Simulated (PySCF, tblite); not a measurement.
**C8H15NO: geometry, infrared bands and NMR shifts**

What infrared bands and NMR shifts should C8H15NO (`CCO[C@@H]1C[C@H]2CNC[C@H]21`) show?

The runs use tblite 0.8.0 and PySCF 2.14.0, with density-fitted response routines of our own; the level of theory stands in each step. All values are computed, except where a source is named. Atoms count from 0, in the outputs and in this text.

## Step 1: The molecule as given

25 atoms, charge 0, multiplicity 1; geometry from: force field or distance geometry start.

Bonds of the start (Å): C0–C1 1.51, C1–O2 1.37, O2–C3 1.38, C3–C4 1.52, C4–C5 1.51, C5–C6 1.51, C6–N7 1.45, N7–C8 1.44, C8–C9 1.48, C9–C3 1.50, C9–C5 1.51, C0–H10 1.11, C0–H11 1.12, C0–H12 1.11, C1–H13 1.11, C1–H14 1.11, C3–H15 1.11, C4–H16 1.09, C4–H17 1.13, C5–H18 1.10, C6–H19 1.09, C6–H20 1.11, N7–H21 1.03, C8–H22 1.14, C8–H23 1.09, C9–H24 1.11.

## Step 2: Geometry optimisation with GFN2-xTB

What the job is given:

```
{"job": {"kind": "relax", "xc": "GFN2-xTB", "basis": "xTB"}, "charge": 0, "multiplicity": 1}
C      2.942200     0.362900     0.227700
C      2.578000    -0.706500    -0.775800
O      1.302700    -0.454300    -1.222800
C      0.369300    -0.451600    -0.201200
C     -0.810200    -1.338200    -0.556700
C     -1.606100    -0.079700    -0.786300
C     -2.772900     0.146500     0.139500
N     -2.099100     0.342200     1.408000
C     -1.057300     1.269000     1.061300
C     -0.500900     0.773100    -0.218300
H      2.029100     0.959900     0.441900
H      3.748100     1.027300    -0.174500
H      3.252600    -0.142100     1.168900
H      3.284800    -0.573300    -1.624400
H      2.695200    -1.707400    -0.315900
H      0.845200    -0.666900     0.777500
H     -1.203600    -1.875100     0.301100
H     -0.654000    -1.972200    -1.480000
H     -1.812500     0.113900    -1.850300
H     -3.358000     1.040400    -0.096300
H     -3.388500    -0.776900     0.148700
H     -1.710600    -0.529100     1.802700
H     -1.598100     2.241400     0.833200
H     -0.343200     1.423700     1.871200
H     -0.143100     1.597300    -0.870100
```

Run with:

```console
> OMP_NUM_THREADS=1 python probes_run.py task.json out
```

This one command runs all jobs of the session in turn.

**Question.** This job is followed by: GFN2-xTB harmonic vibrations, gas phase; GIAO PBE0/pcSseg-1 NMR shielding, non-relativistic, gas phase. What will the session give for the following? strongest single infrared mode (GFN2-xTB); zero-point energy (GFN2-xTB); 13C shifts against TMS (PBE0/pcSseg-1); 1H shifts against TMS (PBE0/pcSseg-1, means over atoms taken as alike); 17O shifts against H2O (PBE0/pcSseg-1); 15N shifts against NH3 (PBE0/pcSseg-1).

The runs gave:

```
                                                              quantity                                                                             value
                             strongest single infrared mode (GFN2-xTB)                                                              2848 cm⁻¹, 83 km/mol
                                          zero-point energy (GFN2-xTB)                                                                    138.7 kcal/mol
                                13C shifts against TMS (PBE0/pcSseg-1)                                83.0, 72.2, 58.7, 56.8, 53.1, 35.9, 35.6, 19.7 ppm
1H shifts against TMS (PBE0/pcSseg-1, means over atoms taken as alike)  4.12, 3.37, 2.90, 2.89, 2.74, 2.72, 2.66, 2.58, 2.50, 2.33, 1.60, 1.35, 1.11 ppm
                                17O shifts against H2O (PBE0/pcSseg-1)                                                                          83.9 ppm
                                15N shifts against NH3 (PBE0/pcSseg-1)                                                                          53.1 ppm
```

**Reading.** Over 153 steps the energy fell by 0.971 eV; of the close pairs, C8–C9 changed most, 1.481 to 1.534 Å. All 69 modes are real, so the xTB geometry is a minimum. The strongest single mode, at 2848 cm⁻¹, moves mainly H14. GFN2-xTB is a fitted tight-binding method: band positions and strengths are rough. Its intensities can rank the bands wrongly. C3 (sp3 CH bonded to O) lies farthest downfield among carbon, at 83.0 ppm; pulled downfield by the heteroatom.
